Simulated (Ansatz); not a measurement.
# CHGa2 (sextet): the correlation ladder, cc-pVTZ

An exercise on one series of results from a longer session: the logs are not shown, and one member is left open.

Program: Ansatz 0.2.0, Gaussian basis. Level of theory: cc-pVTZ, core rule «outside noble gas», up to 29 orbitals frozen. These are calculated values, not measurements.

To be run: UHF; CCSD(T) on ROHF; CCSD(T) on UHF; BCCD(T) on ROHF; CCSDT(Q) on ROHF; CCSDT(Q) on UHF; CASSCF and NEVPT2, 11 electrons in 13 orbitals.

5 further runs of the same task are left out: 5 set aside as unsound or not needed. Runs told in other sessions of the task aren't counted.

## What is computed

The geometry is a PBE0/def2-TZVP stationary point (not a proven minimum) of the parent state, kept for this charge and spin. No spin-orbit coupling is included. The filled d shell of Ga may be among the frozen orbitals whatever the setting's name suggests.

4 atoms, charge 0, spin multiplicity 6.

Atoms are counted from 1 here; the program's logs count them from 0.

Bond lengths: C1–Ga2 1.972 Å, Ga2–Ga3 2.656 Å, Ga2–H4 1.985 Å, Ga3–H4 1.826 Å. Angles: C1–Ga2–Ga3 152.3°, C1–Ga2–H4 108.9°, Ga3–Ga2–H4 43.4°, Ga2–Ga3–H4 48.3°, Ga2–H4–Ga3 88.3°.

Set-up of the first run:

in.yaml

```yaml
crystal:
  periodic: [false, false, false]
  atoms:
    - {symbol: C, position_ang: [0.000000, 0.562501, 2.898860]}
    - {symbol: Ga, position_ang: [0.000000, -0.184109, 1.073946]}
    - {symbol: Ga, position_ang: [0.000000, 0.068259, -1.569961]}
    - {symbol: H, position_ang: [0.000000, 1.310927, -0.231782]}
basis:
  gaussian: {orbitals: cc-pVTZ}
magnetization: {spin_polarized: true, initial_magnetization: 5}
hamiltonian: {xc: hf}
output: {orbitals: {seedname: orbitals}}
```

Launch:

```
ansatz run in.yaml --threads 1 --pin off --events-out ev --progress --plain --max-ram 4096MiB --backend cpu
```

Among the steps run: UHF; CCSD(T) on ROHF; CCSD(T) on UHF; BCCD(T) on ROHF; CCSDT(Q) on ROHF; CCSDT(Q) on UHF; CASSCF and NEVPT2, 11 electrons in 13 orbitals.

One table of the session follows, with a row left open; its other results are not shown here.

```
        method  from RCCSDT(Q) (kcal/mol)
          RMP2                     +35.79
          UMP2                     +37.88
         RCCSD                     +11.67
         UCCSD                     +11.16
      RCCSD(T)                      +2.61
      UCCSD(T)                      +2.44
       BCCD(T)                          ?
        RCCSDT                      +0.84
        UCCSDT                      +0.48
     RCCSDT(Q)                          0
     UCCSDT(Q)                      -0.36
CASSCF valence                    +103.06
NEVPT2 valence                     +24.75
```

Estimate the missing values for BCCD(T).

**Answer.** from RCCSDT(Q) (kcal/mol): +2.64. In the column «from RCCSDT(Q) (kcal/mol)» it lies between RCCSD(T) (+2.61) and UCCSD (+11.16).

Left out of the table: ROHF, UHF (another determinant or state than the rows shown).

To keep in mind: Warnings: coupled cluster took another determinant than the lowest; large T1 diagnostic. Restricted and unrestricted rows rest on different reference determinants; a gap between their highest levels can come from leftover correlation error, from unlike frozen cores or from another state.
